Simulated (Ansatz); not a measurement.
LiPd3, space group Pm-3m, a phonon calculation by finite displacements

Program: Ansatz 0.2.0 through its Python package.

Interactive session:
```pycon
>>> from pathlib import Path
>>> import ansatz as az
>>> import numpy as np
>>> lattice = az.Lattice.of(
...     [3.849997, 0.0, 0.0],
...     [0.0, 3.849997, 0.0],
...     [0.0, 0.0, 3.849997],
... )
>>> sites = [
...     ("Li", [0.0, 0.0, 0.0]),
...     ("Pd", [0.0, 0.5, 0.5]),
...     ("Pd", [0.5, 0.0, 0.5]),
...     ("Pd", [0.5, 0.5, 0.0]),
... ]
>>> crystal = az.Crystal(lattice=lattice)
>>> for symbol, position in sites:
...     crystal = crystal.atom(symbol, position)
...
>>> [site.symbol for site in crystal.resolved().sites]
['Li', 'Pd', 'Pd', 'Pd']
>>> # the cell itself: zone-centre modes alone
>>> calc = (
...     crystal.calculation()
...     .scf(tolerance=1e-07)
...     .occupations("Fermi-Dirac", width=0.15)
...     .functional(az.Functional.R2SCAN, dispersion="d3bj")
...     .pseudopotentials("paw")
...     .kpoints(7, 7, 7)
...     .phonons("fd", supercell=1)
... )
>>> out = calc.run(threads=1, backend="cpu", runs_dir="out")
DeckWarning: basis.ecutwfc = 500 eV, auto-derived from the records' recommended cutoffs: set by Li (their level for a meta-GGA)
DeckWarning: the engine holds no damping parameters fitted to this dispersion correction and functional, so the run takes those fitted to r2scan beside the three-body term, which d3bj leaves out (hamiltonian.dispersion, under Limitations)
>>> folder = Path(out.output_folder) / "results"
>>> ph = out.phonons
>>> for mode, w in enumerate(ph.gamma_omega_inv_cm, start=1):
...     print(f"Gamma mode {mode:2d}: {w:8.1f} 1/cm  {w / 33.35641:7.3f} THz")
...
Gamma mode  1:      0.0 1/cm    0.000 THz
Gamma mode  2:      0.0 1/cm    0.000 THz
Gamma mode  3:      0.0 1/cm    0.000 THz
Gamma mode  4:    134.8 1/cm    4.041 THz
Gamma mode  5:    134.8 1/cm    4.041 THz
Gamma mode  6:    134.8 1/cm    4.041 THz
Gamma mode  7:    201.8 1/cm    6.049 THz
Gamma mode  8:    201.8 1/cm    6.049 THz
Gamma mode  9:    201.8 1/cm    6.049 THz
Gamma mode 10:    343.4 1/cm   10.295 THz
Gamma mode 11:    343.4 1/cm   10.295 THz
Gamma mode 12:    343.4 1/cm   10.295 THz
>>> print(f"{ph.n_members} displaced supercells, sum-rule residual {ph.asr_residual_pre_ev_ang2:.1e} eV/A^2")
2 displaced supercells, sum-rule residual 8.1e-04 eV/A^2
>>> optical = np.sort(ph.gamma_omega_inv_cm)
>>> print("imaginary modes at Gamma:", int((optical < -10).sum()), "- highest mode", round(float(optical[-1]), 1), "1/cm")
imaginary modes at Gamma: 0 - highest mode 343.4 1/cm
```

Reading the output:
- The cell isn't relaxed first, so the values belong to this volume.
- The dispersion term runs with damping parameters of another functional.
- Dispersion corrections can be off by several per cent in the lattices of metals, and by several GPa in the pressure at a fixed cell.
- The mesh is modest for a metal, so energies can be off by several to tens of meV an atom and pressures by half a GPa or more; differences at equal mesh fare better.
- This cell is a computed structure, which may not be the phase found in nature.
- Warnings are shown shortened and without file and line.
- The structure is taken as given and the supercell is small; imaginary modes can come from an unrelaxed or unstable start. Phonons of metals also depend on mesh and smearing.
- Wall time of the script: 97 s on 1 thread of Arm Neoverse V2, with other jobs on the host, peak memory 2.1 GiB.

(Lines on the test bed's own set-up are left out of the output.)
